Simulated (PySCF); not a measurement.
**I⁴⁶⁺, I⁴⁷⁺: ionisation energy in even-tempered 19s12p6d5f4g**

Aim: the ionisation energy of iodine from differences of total energies, at each level of theory, and how far each lands from the tabulated value where there is one.

Method: unrestricted determinants in a Gaussian basis, no spin-orbit coupling in the energies. Code: PySCF 2.14.0.

## 1. Starting point

| Item | Value |
| --- | --- |
| Element | iodine (Z = 53) |
| Basis | an uncontracted even-tempered set (19 s from 23 bohr⁻², ratio 2.2; 12 p from 29 bohr⁻², ratio 2.2; 6 d from 110 bohr⁻², ratio 2.4; 5 f from 170 bohr⁻², ratio 2.4; 4 g from 250 bohr⁻², ratio 2.4) |
| Hamiltonian | scalar relativity by spin-free X2C-1e |
| State 1 | I⁴⁶⁺: [He] 2s2 2p3, high-spin 4S determinant |
| State 2 | I⁴⁷⁺: [He] 2s2 2p2, high-spin 3P determinant |
| Methods | UHF, LDA, PBE, PBE0, r2SCAN, r2SCANh, PW91, MP2 |
| Core shells frozen in the correlated runs | all electrons: nothing (for I⁴⁶⁺) |

The outer shells:

I46+ [He] 2s2 2p3
```
[He] core
2s [↑↓]
2p [↑ ][↑ ][↑ ]
```

I47+ [He] 2s2 2p2
```
[He] core
2s [↑↓]
2p [↑ ][↑ ][  ]
```

One driver process ran all states and methods and kept the integrals in memory. Each run is shown as a PySCF script that sums up its settings (the driver passes frozen orbitals as a list and adds second-order terms of double hybrids); the logs are those of the runs themselves. The driver starts from symmetry-adapted Hartree-Fock orbitals, holds the occupation by maximum overlap and uses a logarithmic radial grid for functionals, so a plain start would take other cycles.

The integrals over 156 functions and the set-up took 1.5 s of CPU time.

## 2. I⁴⁶⁺

**UHF**

Contents of input.py:

```python
from pyscf import gto, scf, dft, mp, cc
mol = gto.M(atom="I 0 0 0", charge=46, spin=3, symmetry="D2h",
            basis=gto.etbs([(0, 19, 23, 2.2), (1, 12, 29, 2.2), (2, 6, 110, 2.4), (3, 5, 170, 2.4), (4, 4, 250, 2.4)]),
            nucmod="G")
mf = scf.UHF(mol).sfx2c1e()
mf.irrep_nelec = {'Ag': (2, 2), 'B1u': (1, 0), 'B2u': (1, 0), 'B3u': (1, 0)}
mf.kernel()
```

**LDA**

input.py, as changed from the run before:

```diff
@@ -4,3 +4,3 @@
             nucmod="G")
-mf = scf.UHF(mol).sfx2c1e()
+mf = dft.UKS(mol, xc="LDA,VWN").sfx2c1e()
 mf.irrep_nelec = {'Ag': (2, 2), 'B1u': (1, 0), 'B2u': (1, 0), 'B3u': (1, 0)}
```

**PBE**

input.py, as changed from the run before:

```diff
@@ -4,3 +4,3 @@
             nucmod="G")
-mf = dft.UKS(mol, xc="LDA,VWN").sfx2c1e()
+mf = dft.UKS(mol, xc="PBE").sfx2c1e()
 mf.irrep_nelec = {'Ag': (2, 2), 'B1u': (1, 0), 'B2u': (1, 0), 'B3u': (1, 0)}
```

**PBE0**

input.py, as changed from the run before:

```diff
@@ -4,3 +4,3 @@
             nucmod="G")
-mf = dft.UKS(mol, xc="PBE").sfx2c1e()
+mf = dft.UKS(mol, xc="PBE0").sfx2c1e()
 mf.irrep_nelec = {'Ag': (2, 2), 'B1u': (1, 0), 'B2u': (1, 0), 'B3u': (1, 0)}
```

**r2SCAN**

input.py, as changed from the run before:

```diff
@@ -4,3 +4,3 @@
             nucmod="G")
-mf = dft.UKS(mol, xc="PBE0").sfx2c1e()
+mf = dft.UKS(mol, xc="R2SCAN").sfx2c1e()
 mf.irrep_nelec = {'Ag': (2, 2), 'B1u': (1, 0), 'B2u': (1, 0), 'B3u': (1, 0)}
```

**r2SCANh**

input.py, as changed from the run before:

```diff
@@ -4,3 +4,3 @@
             nucmod="G")
-mf = dft.UKS(mol, xc="R2SCAN").sfx2c1e()
+mf = dft.UKS(mol, xc="HYB_MGGA_XC_R2SCANH").sfx2c1e()
 mf.irrep_nelec = {'Ag': (2, 2), 'B1u': (1, 0), 'B2u': (1, 0), 'B3u': (1, 0)}
```

**PW91**

input.py, as changed from the run before:

```diff
@@ -4,3 +4,3 @@
             nucmod="G")
-mf = dft.UKS(mol, xc="HYB_MGGA_XC_R2SCANH").sfx2c1e()
+mf = dft.UKS(mol, xc="PW91,PW91").sfx2c1e()
 mf.irrep_nelec = {'Ag': (2, 2), 'B1u': (1, 0), 'B2u': (1, 0), 'B3u': (1, 0)}
```

**MP2 (all electrons)**

input.py, as changed from the run before:

```diff
@@ -4,4 +4,5 @@
             nucmod="G")
-mf = dft.UKS(mol, xc="PW91,PW91").sfx2c1e()
+mf = scf.UHF(mol).sfx2c1e()
 mf.irrep_nelec = {'Ag': (2, 2), 'B1u': (1, 0), 'B2u': (1, 0), 'B3u': (1, 0)}
 mf.kernel()
+mp.UMP2(mf, frozen=0).kernel()
```

## 3. I⁴⁷⁺, method by method

**UHF**

Contents of input.py:

```python
from pyscf import gto, scf, dft, mp, cc
mol = gto.M(atom="I 0 0 0", charge=47, spin=2, symmetry="D2h",
            basis=gto.etbs([(0, 19, 23, 2.2), (1, 12, 29, 2.2), (2, 6, 110, 2.4), (3, 5, 170, 2.4), (4, 4, 250, 2.4)]),
            nucmod="G")
mf = scf.UHF(mol).sfx2c1e()
mf.irrep_nelec = {'Ag': (2, 2), 'B1u': (1, 0), 'B2u': (1, 0)}
mf.kernel()
```

**LDA**

input.py, as changed from the run before:

```diff
@@ -4,3 +4,3 @@
             nucmod="G")
-mf = scf.UHF(mol).sfx2c1e()
+mf = dft.UKS(mol, xc="LDA,VWN").sfx2c1e()
 mf.irrep_nelec = {'Ag': (2, 2), 'B1u': (1, 0), 'B2u': (1, 0)}
```

**PBE**

input.py, as changed from the run before:

```diff
@@ -4,3 +4,3 @@
             nucmod="G")
-mf = dft.UKS(mol, xc="LDA,VWN").sfx2c1e()
+mf = dft.UKS(mol, xc="PBE").sfx2c1e()
 mf.irrep_nelec = {'Ag': (2, 2), 'B1u': (1, 0), 'B2u': (1, 0)}
```

**PBE0**

input.py, as changed from the run before:

```diff
@@ -4,3 +4,3 @@
             nucmod="G")
-mf = dft.UKS(mol, xc="PBE").sfx2c1e()
+mf = dft.UKS(mol, xc="PBE0").sfx2c1e()
 mf.irrep_nelec = {'Ag': (2, 2), 'B1u': (1, 0), 'B2u': (1, 0)}
```

**r2SCAN**

input.py, as changed from the run before:

```diff
@@ -4,3 +4,3 @@
             nucmod="G")
-mf = dft.UKS(mol, xc="PBE0").sfx2c1e()
+mf = dft.UKS(mol, xc="R2SCAN").sfx2c1e()
 mf.irrep_nelec = {'Ag': (2, 2), 'B1u': (1, 0), 'B2u': (1, 0)}
```

**r2SCANh**

input.py, as changed from the run before:

```diff
@@ -4,3 +4,3 @@
             nucmod="G")
-mf = dft.UKS(mol, xc="R2SCAN").sfx2c1e()
+mf = dft.UKS(mol, xc="HYB_MGGA_XC_R2SCANH").sfx2c1e()
 mf.irrep_nelec = {'Ag': (2, 2), 'B1u': (1, 0), 'B2u': (1, 0)}
```

**PW91**

input.py, as changed from the run before:

```diff
@@ -4,3 +4,3 @@
             nucmod="G")
-mf = dft.UKS(mol, xc="HYB_MGGA_XC_R2SCANH").sfx2c1e()
+mf = dft.UKS(mol, xc="PW91,PW91").sfx2c1e()
 mf.irrep_nelec = {'Ag': (2, 2), 'B1u': (1, 0), 'B2u': (1, 0)}
```

**MP2 (all electrons)**

input.py, as changed from the run before:

```diff
@@ -4,4 +4,5 @@
             nucmod="G")
-mf = dft.UKS(mol, xc="PW91,PW91").sfx2c1e()
+mf = scf.UHF(mol).sfx2c1e()
 mf.irrep_nelec = {'Ag': (2, 2), 'B1u': (1, 0), 'B2u': (1, 0)}
 mf.kernel()
+mp.UMP2(mf, frozen=0).kernel()
```

**Question.** What will these runs give?

The runs gave:

| quantity | value |
| --- | --- |
| ionisation energy, I⁴⁶⁺ | UHF 8184.7, MP2 (all electrons) 8184.6 eV; reference 8044 ± 4 |

In words: The methods span 5.924 eV, from LDA (8179.4) to r2SCANh (8185.3). The reference is uncertain or not like for like (spin-orbit coupling or other relativistic terms), so no ranking of close methods is drawn. The basis is finite, and no extrapolation was made.
